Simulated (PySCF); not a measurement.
# CH₁₀NSi₃−: a tour of settings

Aim: see how CH₁₀NSi₃− (`[SiH3]C[SiH2][N-][SiH3]`) answers to the choice of functional, basis, grid and SCF options.

Programs: PySCF 2.14.0, with density-fitted response routines of our own. Each step states its level of theory. These are calculated values for one molecule in the gas phase, unless marked as measured. Atoms are numbered from 0 throughout.

**1. The starting structure**

15 atoms, charge -1, multiplicity 1; geometry from: GFN2-xTB.

Bonds of the start (Å): Si0–C1 1.86, C1–Si2 1.92, Si2–N3 1.66, N3–Si4 1.67, Si0–H5 1.47, Si0–H6 1.47, Si0–H7 1.49, C1–H8 1.09, C1–H9 1.09, Si2–H10 1.50, Si2–H11 1.50, Si4–H12 1.50, Si4–H13 1.49, Si4–H14 1.50.

**2. Nuclear shieldings: PBE0/pcSseg-1**

The job: settings as JSON, then the geometry in Å.

```
{"job": {"kind": "nmr", "xc": "PBE0", "basis": "pcSseg-1"}, "charge": -1, "multiplicity": 1}
Si    -2.875637    -0.510167     0.031374
C     -1.131514    -0.489420     0.687604
Si     0.191518     0.215772    -0.519801
N      1.660030     0.144479     0.257207
Si     3.234051     0.559638    -0.125160
H     -3.044165    -1.345589    -1.169060
H     -3.399335     0.827299    -0.290471
H     -3.850816    -1.063219     1.005856
H     -1.088360     0.095793     1.607297
H     -0.827428    -1.501078     0.959816
H     -0.006016    -0.570341    -1.779428
H     -0.355002     1.550639    -0.922941
H      3.520343     1.998289    -0.418991
H      4.096577     0.225844     1.038197
H      3.871340    -0.129949    -1.289930
```

Method: GIAO PBE0/pcSseg-1 NMR shielding, non-relativistic, gas phase.

Run with:

```sh
$ OMP_NUM_THREADS=1 python probes_run.py task.json out
```

The driver reads the jobs from task.json and runs them one after another.

The log of the run:

```text
coarse grid: 13224 points
cycle   1  E = -966.7050786568  dE =  2.135e-02  |g| = 7.754e-01  |ddm| = 3.449e+00
cycle   2  E = -966.1554218268  dE =  5.497e-01  |g| = 1.591e+00  |ddm| = 4.289e+00
cycle   3  E = -966.8520872717  dE = -6.967e-01  |g| = 1.723e-01  |ddm| = 3.555e+00
cycle   4  E = -966.8574385632  dE = -5.351e-03  |g| = 9.566e-02  |ddm| = 2.530e-01
cycle   5  E = -966.8597647312  dE = -2.326e-03  |g| = 1.124e-02  |ddm| = 9.758e-02
cycle   6  E = -966.8598031308  dE = -3.840e-05  |g| = 2.714e-03  |ddm| = 1.987e-02
cycle   7  E = -966.8598049883  dE = -1.857e-06  |g| = 4.933e-04  |ddm| = 3.795e-03
final grid: 111704 points
cycle   8  E = -966.8860266405  dE = -1.095e-05  |g| = 5.768e-03  |ddm| = 1.496e-02
cycle   9  E = -966.8860140675  dE =  1.257e-05  |g| = 9.204e-03  |ddm| = 1.628e-02
cycle  10  E = -966.8860342277  dE = -2.016e-05  |g| = 1.232e-03  |ddm| = 1.119e-02
cycle  11  E = -966.8860345611  dE = -3.333e-07  |g| = 2.793e-04  |ddm| = 1.552e-03
cycle  12  E = -966.8860345794  dE = -1.834e-08  |g| = 3.876e-05  |ddm| = 3.013e-04
cycle  13  E = -966.8860345798  dE = -3.633e-10  |g| = 1.344e-05  |ddm| = 6.263e-05
converged SCF energy = -966.8860345798

GIAO shielding tensors (ppm)
atom      isotropic    diamagn.    paramagn.     s11        s22        s33       span
  0 Si     433.454     878.927    -445.473    402.397    402.810    495.156     92.760
  1 C      189.730     256.338     -66.608    184.979    187.052    197.159     12.181
  2 Si     414.912     879.087    -464.175    339.081    382.048    523.606    184.525
  3 N      235.383     325.369     -89.986    139.518    280.937    285.693    146.175
  4 Si     439.994     878.527    -438.533    380.964    387.840    551.179    170.215
  5 H       28.096      28.956      -0.859     24.824     26.360     33.105      8.281
  6 H       28.098      28.967      -0.869     24.824     26.362     33.108      8.284
  7 H       27.977      28.197      -0.220     24.671     25.709     33.551      8.881
  8 H       31.843      32.536      -0.692     27.099     30.386     38.045     10.946
  9 H       31.846      32.488      -0.642     27.105     30.391     38.041     10.936
 10 H       26.324      30.685      -4.361     22.201     25.820     30.950      8.749
 11 H       26.325      30.710      -4.386     22.195     25.825     30.954      8.760
 12 H       26.331      28.715      -2.384     23.031     23.866     32.095      9.064
 13 H       26.594      29.139      -2.545     23.017     24.370     32.395      9.378
 14 H       26.330      28.688      -2.358     23.032     23.866     32.093      9.061
```

Run time: 29 s. Hardware: 1 thread of Arm Neoverse N1, shared host; peak memory 0.72 GiB.

The references, computed at this level on geometries of the same kind, shield at (ppm): ¹H TMS 31.72, ¹³C TMS 186.9, ²⁹Si TMS 349.2, ¹⁵N NH3 267.7. Their shielding less the atom's gives the shift. The references are single molecules in the gas phase, so shifts against H2O, NH3, PH3, H3PO4 or CFCl3 are not on the usual liquid scales and can be off by tens of ppm. Atoms listed in one row are averaged.

| atoms | environment | σ (ppm) | δ (ppm) |
| --- | --- | --- | --- |
| C1 | sp3 CH2 bonded to 2 Si | 189.7 | -2.8 |
| H10, H11 | hydrogen on a silicon bonded to C, N | 26.32 | 5.39 |
| H12, H13, H14 | hydrogen on a silicon bonded to N | 26.42 | 5.30 |
| H5, H6, H7 | hydrogen on a silicon bonded to C | 28.06 | 3.66 |
| H8, H9 | hydrogen on an sp3 CH2 bonded to 2 Si | 31.84 | -0.13 |
| Si2 | silicon bonded to C, N, 2 H | 414.9 | -65.8 |
| Si0 | silicon bonded to C, 3 H | 433.5 | -84.3 |
| Si4 | silicon bonded to N, 3 H | 440.0 | -90.8 |
| N3 | nitrogen bonded to 2 Si | 235.4 | 32.3 |

Charges from the same density, by scheme (e):

| atoms | Mulliken | IAO | Hirshfeld | ESP fit |
| --- | --- | --- | --- | --- |
| Si0 | 0.48 | 0.59 | 0.27 | 0.43 |
| C1 | -0.81 | -0.84 | -0.26 | -0.50 |
| Si2 | 0.73 | 0.86 | 0.25 | 0.90 |
| N3 | -0.87 | -1.09 | -0.51 | -1.00 |
| Si4 | 0.60 | 0.71 | 0.20 | 0.72 |

Mayer bond orders: Si0–C1 1.01, C1–Si2 0.78, Si2–N3 1.41, N3–Si4 1.35.

**3. Excited states and response: PBE0/def2-SVPD**

The job, as its differences from that of step 2:

```diff
@@ -1,2 +1,2 @@
-{"job": {"kind": "nmr", "xc": "PBE0", "basis": "pcSseg-1"}, "charge": -1, "multiplicity": 1}
+{"job": {"kind": "uv", "xc": "PBE0", "basis": "def2-SVPD", "nstates": 6, "ntriplets": 2}, "charge": -1, "multiplicity": 1}
 Si    -2.875637    -0.510167     0.031374
```

With the program's defaults for keys left out, this is: TDDFT PBE0/def2-SVPD, vertical, gas phase, core orbitals frozen in the response.

The log of the run:

```text
coarse grid: 13224 points
cycle   1  E = -966.3261206251  dE = -2.212e-03  |g| = 7.499e-01  |ddm| = 4.375e+00
cycle   2  E = -965.7407111770  dE =  5.854e-01  |g| = 1.603e+00  |ddm| = 6.060e+00
cycle   3  E = -966.4702285844  dE = -7.295e-01  |g| = 1.594e-01  |ddm| = 5.553e+00
cycle   4  E = -966.4745967165  dE = -4.368e-03  |g| = 9.941e-02  |ddm| = 3.274e-01
cycle   5  E = -966.4772045840  dE = -2.608e-03  |g| = 1.071e-02  |ddm| = 1.336e-01
cycle   6  E = -966.4772468038  dE = -4.222e-05  |g| = 2.541e-03  |ddm| = 3.049e-02
cycle   7  E = -966.4772487624  dE = -1.959e-06  |g| = 4.415e-04  |ddm| = 5.476e-03
final grid: 111704 points
cycle   8  E = -966.5943650168  dE = -1.133e-05  |g| = 5.841e-03  |ddm| = 6.684e-02
cycle   9  E = -966.5943494941  dE =  1.552e-05  |g| = 9.820e-03  |ddm| = 2.123e-02
cycle  10  E = -966.5943733545  dE = -2.386e-05  |g| = 1.211e-03  |ddm| = 1.447e-02
cycle  11  E = -966.5943737202  dE = -3.657e-07  |g| = 1.246e-04  |ddm| = 1.618e-03
cycle  12  E = -966.5943737245  dE = -4.307e-09  |g| = 4.695e-05  |ddm| = 3.467e-04
cycle  13  E = -966.5943737252  dE = -7.337e-10  |g| = 8.732e-06  |ddm| = 9.296e-05
converged SCF energy = -966.5943737252

Static polarisability (au): isotropic 119.972, principal 98.360 103.927 157.628

Singlet excitations
state   eV       nm        f      main configurations
  1   4.4702    277.4   0.00096   H->L 0.88, H->L+1 0.09
  2   4.7247    262.4   0.00327   H->L+1 0.47, H->L+2 0.43
  3   4.8067    257.9   0.00611   H-1->L 0.95
  4   4.8595    255.1   0.00002   H->L+1 0.42, H->L+2 0.41, H->L 0.08
  5   5.0721    244.4   0.03133   H-1->L+1 0.52, H-1->L+2 0.40
  6   5.1212    242.1   0.00748   H->L+3 0.94

Triplet excitations (Tamm-Dancoff, eV): 4.4220 4.5730
```

It took 35 s on 1 thread of Arm Neoverse N1, shared host; peak memory 0.8 GiB.

The orbitals next to the gap, with their largest atomic shares:

| orbital | eV | atoms |
| --- | --- | --- |
| HOMO−3 | -4.62 | Si2 23 %, Si4 17 %, H11 15 % |
| HOMO−2 | -4.24 | C1 25 %, Si2 14 %, Si4 14 % |
| HOMO−1 | -1.93 | N3 58 %, Si4 13 %, Si2 11 % |
| HOMO | -1.61 | N3 58 %, Si2 14 %, Si4 14 % |
| LUMO | 3.57 | Si0 57 %, H7 12 %, H5 8 % |
| LUMO+1 | 3.97 | Si0 31 %, C1 14 %, H7 11 % |
| LUMO+2 | 4.34 | Si0 23 %, Si4 19 %, Si2 14 % |

With each of the 6 states as a Gaussian band of 0.4 eV half-width at 1/e, the curve within the window shown has maxima at 246 nm (ε 1,800) L/(mol cm). Beyond the last state computed it falls off for lack of states. The curve at chosen wavelengths:

(nm, ε (L/mol/cm)): (229, 795), (233, 1134), (236, 1377), (240, 1636), (244, 1781), (247, 1802), (251, 1725), (254, 1603), (258, 1388), (262, 1149), (265, 972), (269, 756), (273, 573), (276, 458), (280, 334), (284, 240), (287, 185), (291, 130), (295, 90), (298, 68), (302, 46), (305, 34), (309, 23), (313, 15), (316, 11), (320, 7)

Further results of this job:

| property | computed |
| --- | --- |
| polarisability (Å³) | 17.78 |
| HOMO–LUMO gap (eV) | 5.18 |
| −ε(HOMO) (eV) | 1.61 |

**4. Shielding tensors: B97-2/STO-3G**

The job, as its differences from that of step 3:

```diff
@@ -1,2 +1,2 @@
-{"job": {"kind": "uv", "xc": "PBE0", "basis": "def2-SVPD", "nstates": 6, "ntriplets": 2}, "charge": -1, "multiplicity": 1}
+{"job": {"kind": "nmr", "xc": "B97-2", "basis": "STO-3G", "pop": true, "scf": {"aux": "def2-qzvpp-jkfit"}}, "charge": -1, "multiplicity": 1}
 Si    -2.875637    -0.510167     0.031374
```

Level: GIAO B97-2/STO-3G NMR shielding, non-relativistic, gas phase.

The log of the run:

```text
final grid: 111704 points
cycle   1  E = -955.7905032309  dE = -8.929e-02  |g| = 8.154e-01  |ddm| = 4.431e+00
cycle   2  E = -954.8211722655  dE =  9.693e-01  |g| = 2.026e+00  |ddm| = 4.320e+00
cycle   3  E = -956.0403850328  dE = -1.219e+00  |g| = 1.405e-01  |ddm| = 3.133e+00
cycle   4  E = -956.0447092091  dE = -4.324e-03  |g| = 7.892e-02  |ddm| = 2.923e-01
cycle   5  E = -956.0466920057  dE = -1.983e-03  |g| = 4.692e-03  |ddm| = 1.185e-01
cycle   6  E = -956.0467012764  dE = -9.271e-06  |g| = 9.488e-04  |ddm| = 1.103e-02
cycle   7  E = -956.0467016455  dE = -3.690e-07  |g| = 1.242e-04  |ddm| = 1.868e-03
cycle   8  E = -956.0467016515  dE = -5.994e-09  |g| = 3.382e-05  |ddm| = 2.676e-04
cycle   9  E = -956.0467016519  dE = -4.002e-10  |g| = 8.854e-06  |ddm| = 5.826e-05
converged SCF energy = -956.0467016519

GIAO shielding tensors (ppm)
atom      isotropic    diamagn.    paramagn.     s11        s22        s33       span
  0 Si     586.126     868.264    -282.138    554.288    570.202    633.889     79.601
  1 C      249.289     248.800       0.489    239.863    245.899    262.106     22.244
  2 Si     583.696     871.252    -287.556    488.565    548.852    713.671    225.106
  3 N      361.078     321.684      39.394    185.656    439.728    457.850    272.194
  4 Si     605.494     869.211    -263.717    542.651    546.345    727.487    184.836
  5 H       32.037      31.889       0.148     28.002     29.788     38.321     10.319
  6 H       32.040      31.936       0.104     28.003     29.793     38.325     10.323
  7 H       32.144      30.317       1.827     28.288     28.958     39.185     10.897
  8 H       34.117      33.250       0.867     27.066     32.182     43.102     16.036
  9 H       34.120      33.204       0.916     27.072     32.185     43.102     16.030
 10 H       32.216      35.617      -3.401     27.035     30.386     39.227     12.192
 11 H       32.218      35.676      -3.458     27.034     30.391     39.230     12.196
 12 H       32.378      32.565      -0.187     28.431     28.814     39.889     11.458
 13 H       32.080      32.370      -0.290     27.952     29.018     39.271     11.318
 14 H       32.380      32.522      -0.143     28.436     28.814     39.889     11.454
```

Run time: 7.2 s. Hardware: 1 thread of Arm Neoverse N1, shared host; peak memory 0.46 GiB.

In short: δ C1 -14.8, Si2 -71.8, Si0 -74.2, Si4 -93.5, H5 1.01, H10 0.87 ppm (means over like atoms).

**5. NMR shieldings: revPBE/IGLO-II**

The job, as its differences from that of step 4:

```diff
@@ -1,2 +1,2 @@
-{"job": {"kind": "nmr", "xc": "B97-2", "basis": "STO-3G", "pop": true, "scf": {"aux": "def2-qzvpp-jkfit"}}, "charge": -1, "multiplicity": 1}
+{"job": {"kind": "nmr", "xc": "revPBE", "basis": "IGLO-II", "pop": true}, "charge": -1, "multiplicity": 1}
 Si    -2.875637    -0.510167     0.031374
```

Method: GIAO revPBE/IGLO-II NMR shielding, non-relativistic, gas phase.

The log of the run:

```text
coarse grid: 13224 points
cycle   1  E = -966.9228411510  dE =  4.323e-02  |g| = 9.659e-01  |ddm| = 2.922e+00
cycle   2  E = -963.3912620569  dE =  3.532e+00  |g| = 2.857e+00  |ddm| = 2.299e+01
cycle   3  E = -967.0590949440  dE = -3.668e+00  |g| = 5.312e-01  |ddm| = 2.297e+01
cycle   4  E = -967.1313114982  dE = -7.222e-02  |g| = 2.754e-01  |ddm| = 8.411e-01
cycle   5  E = -967.1463586116  dE = -1.505e-02  |g| = 1.254e-01  |ddm| = 3.248e-01
cycle   6  E = -967.1502147831  dE = -3.856e-03  |g| = 2.875e-02  |ddm| = 1.370e-01
cycle   7  E = -967.1504049443  dE = -1.902e-04  |g| = 4.870e-03  |ddm| = 3.042e-02
cycle   8  E = -967.1504104121  dE = -5.468e-06  |g| = 2.109e-03  |ddm| = 8.266e-03
final grid: 111704 points
cycle   9  E = -967.1922692390  dE = -8.531e-05  |g| = 8.150e-03  |ddm| = 2.409e-02
cycle  10  E = -967.1922213449  dE =  4.789e-05  |g| = 1.599e-02  |ddm| = 2.239e-02
cycle  11  E = -967.1922813954  dE = -6.005e-05  |g| = 3.149e-03  |ddm| = 1.921e-02
cycle  12  E = -967.1922836649  dE = -2.269e-06  |g| = 9.389e-04  |ddm| = 4.462e-03
cycle  13  E = -967.1922838836  dE = -2.187e-07  |g| = 2.211e-04  |ddm| = 1.106e-03
cycle  14  E = -967.1922838988  dE = -1.523e-08  |g| = 5.227e-05  |ddm| = 3.384e-04
cycle  15  E = -967.1922838996  dE = -7.706e-10  |g| = 1.262e-05  |ddm| = 7.706e-05
converged SCF energy = -967.1922838996

GIAO shielding tensors (ppm)
atom      isotropic    diamagn.    paramagn.     s11        s22        s33       span
  0 Si     426.658     879.891    -453.234    394.463    396.772    488.738     94.275
  1 C      186.737     246.029     -59.292    181.802    184.791    193.618     11.816
  2 Si     410.255     880.876    -470.621    332.393    376.448    521.925    189.532
  3 N      220.527     322.096    -101.569    137.532    256.703    267.345    129.814
  4 Si     436.408     881.233    -444.826    374.383    383.084    551.755    177.372
  5 H       28.090      29.864      -1.775     25.139     26.465     32.665      7.525
  6 H       28.091      29.881      -1.790     25.140     26.466     32.667      7.527
  7 H       27.939      29.018      -1.079     24.986     25.760     33.073      8.087
  8 H       32.222      31.603       0.619     28.200     30.927     37.539      9.339
  9 H       32.224      31.583       0.641     28.206     30.931     37.535      9.329
 10 H       26.127      31.258      -5.131     22.317     25.488     30.576      8.259
 11 H       26.128      31.289      -5.162     22.310     25.491     30.581      8.271
 12 H       26.160      29.546      -3.386     23.060     23.578     31.842      8.782
 13 H       26.554      29.886      -3.332     23.282     24.342     32.039      8.757
 14 H       26.159      29.519      -3.360     23.062     23.576     31.840      8.779
```

Run time: 47 s. Hardware: 1 thread of Arm Neoverse N1, shared host; peak memory 0.73 GiB.

In short: δ C1 -1.7, Si2 -71.3, Si0 -87.7, Si4 -97.4, H10 6.03, H12 5.87 ppm (means over like atoms).

**6. TDDFT and polarisability: BLYP/def2-SVPD**

The job, as its differences from that of step 5:

```diff
@@ -1,2 +1,2 @@
-{"job": {"kind": "nmr", "xc": "revPBE", "basis": "IGLO-II", "pop": true}, "charge": -1, "multiplicity": 1}
+{"job": {"kind": "uv", "xc": "BLYP", "basis": "def2-SVPD", "nstates": 1, "ntriplets": 5, "tda": true, "scf": {"conv": 1e-11, "aux": "def2-universal-jkfit"}}, "charge": -1, "multiplicity": 1}
 Si    -2.875637    -0.510167     0.031374
```

Method: TDA BLYP/def2-SVPD, vertical, gas phase, core orbitals frozen in the response.

The log of the run:

```text
final grid: 111704 points
cycle   1  E = -966.7505785994  dE =  9.555e-02  |g| = 9.686e-01  |ddm| = 4.892e+00
cycle   2  E = -961.7537010295  dE =  4.997e+00  |g| = 3.090e+00  |ddm| = 1.610e+02
cycle   3  E = -966.8895420585  dE = -5.136e+00  |g| = 5.501e-01  |ddm| = 1.612e+02
cycle   4  E = -966.9688943839  dE = -7.935e-02  |g| = 3.457e-01  |ddm| = 1.333e+00
cycle   5  E = -966.9957591380  dE = -2.686e-02  |g| = 1.356e-01  |ddm| = 5.596e-01
cycle   6  E = -967.0007309821  dE = -4.972e-03  |g| = 2.838e-02  |ddm| = 2.474e-01
cycle   7  E = -967.0009647614  dE = -2.338e-04  |g| = 5.477e-03  |ddm| = 5.266e-02
cycle   8  E = -967.0009748289  dE = -1.007e-05  |g| = 1.814e-03  |ddm| = 1.498e-02
cycle   9  E = -967.0009759572  dE = -1.128e-06  |g| = 3.931e-04  |ddm| = 4.226e-03
cycle  10  E = -967.0009760132  dE = -5.596e-08  |g| = 1.345e-04  |ddm| = 1.052e-03
cycle  11  E = -967.0009760197  dE = -6.481e-09  |g| = 1.409e-05  |ddm| = 2.828e-04
cycle  12  E = -967.0009760197  dE = -7.822e-11  |g| = 4.740e-06  |ddm| = 4.785e-05
cycle  13  E = -967.0009760197  dE = -5.230e-12  |g| = 1.429e-06  |ddm| = 1.342e-05
converged SCF energy = -967.0009760197

Static polarisability (au): isotropic 127.692, principal 102.567 109.015 171.496

Singlet excitations
state   eV       nm        f      main configurations
  1   3.3114    374.4   0.00046   H->L 1.00

Triplet excitations (Tamm-Dancoff, eV): 3.2996 3.6019 3.6100 3.8977 3.9573
```

Wall time 42 s (1 thread of Arm Neoverse N1, shared host); peak memory 0.6 GiB.

This run: HOMO -0.30 eV, LUMO 3.01 eV; lowest singlet 3.31 eV.

**7. Run by run: NMR shifts**

Shifts (ppm) of some atoms, chosen among heavy atoms and hydrogens apart, means over like atoms, with basis size and wall time:

| run | C1 | H10 | H12 | Si2 | Si0 | Si4 | N3 | functions | time |
| --- | --- | --- | --- | --- | --- | --- | --- | --- | --- |
| PBE0/pcSseg-1 | -2.8 | 5.39 | 5.30 | -65.8 | -84.3 | -90.8 | 32.3 | 156 | 29 s |
| B97-2/STO-3G | -14.8 | 0.87 | 0.81 | -71.8 | -74.2 | -93.5 | -67.1 | 47 | 7.2 s |
| revPBE/IGLO-II | -1.7 | 6.03 | 5.87 | -71.3 | -87.7 | -97.4 | 44.7 | 209 | 47 s |

**8. Run by run: electronic excitations**

Excitations and ground-state properties, with basis size and wall time:

| run | lowest singlet (eV) | brightest (eV) | f | gap (eV) | α (Å³) | functions | time |
| --- | --- | --- | --- | --- | --- | --- | --- |
| PBE0/def2-SVPD | 4.47 | 5.07 | 0.031 | 5.18 | 17.78 | 192 | 35 s |
| BLYP/def2-SVPD | 3.31 | 3.31 | 0.000 | 3.31 | 18.92 | 192 | 42 s |

**9. Outcome**

```
                                                              quantity                                            value
                                ¹³C shifts against TMS (PBE0/pcSseg-1)                                         -2.8 ppm
¹H shifts against TMS (PBE0/pcSseg-1, means over atoms taken as alike)                      5.39, 5.30, 3.66, -0.13 ppm
                               ²⁹Si shifts against TMS (PBE0/pcSseg-1)                          -65.8, -84.3, -90.8 ppm
                                ¹⁵N shifts against NH3 (PBE0/pcSseg-1)                                         32.3 ppm
                                       lowest singlet (PBE0/def2-SVPD)                      4.47 eV (277 nm), f = 0.001
                              brightest single state of those computed                      state 5, 5.07 eV, f = 0.031
                                                        lowest triplet                                          4.42 eV
                                              range of the shift of N3                                -67.1 to 44.7 ppm
                                           range of the lowest singlet                                  3.31 to 4.47 eV
                                         property runs in this session  5, of which 0 failed and 1 gave unsound results
```

**Reading.** Single values in the summary come from the first run of each kind that ended normally (PBE0/pcSseg-1; PBE0/def2-SVPD), which need not be the best level. At PBE0/pcSseg-1: The largest span, 185 ppm, is at Si2, where the paramagnetic term is -464 ppm. The first singlet state (HOMO→LUMO 0.88, HOMO→LUMO+1 0.09) lies at 4.47 eV and is dark; of the 6 states computed, the strongest absorption comes from state 5 at 5.07 eV. The lowest triplet lies 0.05 eV below the lowest singlet (triplets in Tamm-Dancoff, singlets in full TDDFT). The lowest singlet lies above −ε(HOMO); no detachment energy was computed, so the anion's states may not be bound. Across the 3 runs the shift of N3 moves most, between -67.1 (B97-2/STO-3G) and 44.7 ppm (revPBE/IGLO-II). A minimal basis is unusable for shieldings, so that end is no result. The lowest singlet runs from 3.31 eV (BLYP/def2-SVPD) to 4.47 eV (PBE0/def2-SVPD), while the orbital gap spans 3.31 to 5.18 eV. The lowest state need not be the same one in every run. The runs solved for a few states only, so the brightest column depends on that window.
